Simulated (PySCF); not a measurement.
# InBr: changing the method

Aim: see what other levels and later steps give for InBr.

Computed with PySCF 2.14.0. Level: method and basis as typed in the scripts.

1 further run of the same task is left out (for a known fault of the program).

**1. The system as given**

InBr: 2 atoms, charge 0, spin multiplicity 1.

Bond lengths: In1–Br2 2.255 Å.

**2. The base run**

Input file input.py:

```python
from pyscf import gto, scf, mp

mol = gto.M(
    atom='In 0 0 0; Br 0 0 2.255',
    basis='lanl2dz',
    ecp={'In': 'lanl2dz', 'Br': 'lanl2dz'},
    charge=0,
    spin=0,
    verbose=4,
)
mf = scf.RHF(mol)
mf.kernel()
mp.MP2(mf).kernel()
mf.dip_moment()
print('orbital energies (hartree):', mf.mo_energy[..., max(0, mol.nelec[1]-3):mol.nelec[0]+3].round(4))
```

The run is started by

```sh
> OMP_NUM_THREADS=1 python input.py
```

Its log is not repeated here.

In short: E(SCF) = -14.774234 Eh, 8 cycles, E(MP2) − E(SCF) = -0.04389 Eh, μ = 2.42 D (of the SCF density).

The bond length is a typed value, not an optimised one.

**3. UHF**

Run 1 changes SCF type: RHF → UHF.

Input file input.py:

```python
from pyscf import gto, scf, mp

mol = gto.M(
    atom='In 0 0 0; Br 0 0 2.255',
    basis='lanl2dz',
    ecp={'In': 'lanl2dz', 'Br': 'lanl2dz'},
    charge=0,
    spin=0,
    verbose=4,
)
mf = scf.UHF(mol)
mf.kernel()
mp.MP2(mf).kernel()
mf.dip_moment()
print('orbital energies (hartree):', [e[max(0, n-3):n+3].round(4) for e, n in zip(mf.mo_energy, mol.nelec)])
```

The run is started by

```sh
> OMP_NUM_THREADS=1 python input.py
```

**4. Tpss (RKS)**

Run 2 changes functional: none (Hartree–Fock) → tpss; SCF type: RHF → RKS; step after the SCF: mp2 → analyze.

Changes to input.py since step 2:

```diff
@@ -1,2 +1,2 @@
-from pyscf import gto, scf, mp
+from pyscf import gto, dft
 
@@ -10,5 +10,5 @@
 )
-mf = scf.RHF(mol)
+mf = dft.RKS(mol, xc='tpss')
 mf.kernel()
-mp.MP2(mf).kernel()
+mf.mulliken_pop()
 mf.dip_moment()
```

**5. Hcth407 (RKS)**

Run 3 changes functional: none (Hartree–Fock) → hcth407; SCF type: RHF → RKS; step after the SCF: mp2 → analyze.

Changes to input.py since step 2:

```diff
@@ -1,2 +1,2 @@
-from pyscf import gto, scf, mp
+from pyscf import gto, dft
 
@@ -10,5 +10,5 @@
 )
-mf = scf.RHF(mol)
+mf = dft.RKS(mol, xc='hcth407')
 mf.kernel()
-mp.MP2(mf).kernel()
+mf.mulliken_pop()
 mf.dip_moment()
```

Before running it: what results should come out? Wanted: for each run, E(SCF); from base; gap; SCF dipole; after the SCF.

**Answer**, as computed:

| run | E(SCF) (hartree) | from base (eV) | cycles | gap (eV) | SCF dipole (D) | after the SCF |
| --- | --- | --- | --- | --- | --- | --- |
| base | -14.774234 | 0 | 8 | 9.20 | 2.42 | MP2 correlation -1.194 eV |
| UHF | -14.774234 | 0.0000 | 8 | 9.20 | 2.42 | MP2 correlation -1.194 eV |
| tpss (RKS) | -15.087034 | not comparable | 8 | 3.76 | 1.76 | n/a |
| hcth407 (RKS) | -15.191571 | not comparable | 8 | 3.56 | 1.82 | n/a |

In words: No change of the SCF energy comes from UHF. A lower total energy from another functional means nothing by itself.
